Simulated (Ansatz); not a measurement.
**BiRh: equation of state with PBE**

BiRh:

```xyz
4
Lattice="4.0940 0.0000 0.0000 -2.0470 3.5455 0.0000 0.0000 0.0000 5.6630" Properties=species:S:1:pos:R:3 pbc="T T T"
Bi    2.0470    1.1818    4.2473
Bi    0.0000    2.3637    1.4158
Rh    0.0000    0.0000    2.8315
Rh    0.0000    0.0000    0.0000
```

```
Program             : Ansatz 0.2.0
Task                : equation of state
Functional          : PBE
Potentials or basis : Ansatz PAW
Cutoff              : 420 eV
Density cutoff      : 1680 eV
k mesh              : 8 × 8 × 5
Occupations         : fermi-dirac, width 0.05 eV
Spin                : no spin polarisation
```

The equilibrium volume is 21.59 Å³/atom. The bulk modulus at fixed shape and positions is 113 GPa and the pressure derivative of the bulk modulus is 5.2.

Energy against volume, from the lowest point:
| volume (Å³/atom) | energy (meV/atom) |
| --- | --- |
| 19.317 | 105.16 |
| 19.728 | 67.30 |
| 20.139 | 38.86 |
| 20.550 | 18.81 |
| 20.961 | 6.18 |
| 21.372 | 0.16 |
| 21.783 | 0.00 |

All runs of the series together: 19 s on 2 threads of Arm Neoverse V1, with other jobs on the host.

Caveat: the cell was scaled at fixed shape and fractional positions, which overstates the stiffness of a crystal with free parameters, most of all of layers and chains.
